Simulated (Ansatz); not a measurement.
# ZrNbN3: the cost of one run

Method: DFT r2SCAN, scalar-relativistic, plane waves, PAW, in Ansatz 0.2.0.

2 further runs of the same task are left out: 1 that didn't finish, 1 set aside as unsound or not needed.

## 1. The starting structure

It takes space group Pm-3m (No. 221, cubic). Conventional cell: a = 3.696 Å, b = 3.696 Å, c = 3.696 Å, α = 90.00°, β = 90.00°, γ = 90.00°. Zr (site symmetry m-3m) has 12 N at 2.61 Å in its first shell of neighbours. Around Nb (site symmetry m-3m) lie 6 N at 1.85 Å. N (site symmetry 4/mmm) has 2 Nb at 1.85 Å and 4 Zr at 2.61 Å in its first shell of neighbours.

Structure file:

```
Zr Nb N
1.0
     3.69597    0.00000    0.00000
     0.00000    3.69597    0.00000
     0.00000    0.00000    3.69597
Zr Nb N
1 1 3
Direct
  0.00000 0.00000 0.00000
  0.50000 0.50000 0.50000
  0.00000 0.50000 0.50000
  0.50000 0.00000 0.50000
  0.50000 0.50000 0.00000
```

(A quick probe on a coarse mesh, which set the mesh and smearing, is not shown.)

## 3. Rough relaxation on the coarse mesh

The input, input.yaml:

```yaml
crystal:
  lattice:
    - [3.6959683475, 0.0, 0.0]
    - [0.0, 3.6959683475, 0.0]
    - [0.0, 0.0, 3.6959683475]
  atoms:
    - { symbol: Zr, position: [0.0, 0.0, 0.0] }
    - { symbol: Nb, position: [0.5, 0.5, 0.5] }
    - { symbol: "N", position: [0.0, 0.5, 0.5] }
    - { symbol: "N", position: [0.5, 0.0, 0.5] }
    - { symbol: "N", position: [0.5, 0.5, 0.0] }
basis:
  ecutwfc: 500
kpoints:
  mp_grid: { grid: [6, 6, 6] }
hamiltonian:
  xc: r2scan
scf:
  occupations: { method: gaussian, width: 0.1 }
  lower_state_search: "off"
output:
  forces: true
  stress: true
  eigenvalues: true
relax:
  adjacent_minimum: "off"
  f_tol: 0.04
  max_steps: 70
  cell: { stress_tol: 0.4 }
```

On the command line:

```sh
$ ansatz run input.yaml --threads 1 --pin off --max-ram 2560MiB --backend cpu --events-out ev --progress --plain --runs-dir out
```

**Question.** How long does this run take on 1 thread of Oxide Virtual Turin-like (Zen 5), shared host, and how much memory does it need?

About 26 s, with a peak of 0.55 GiB.
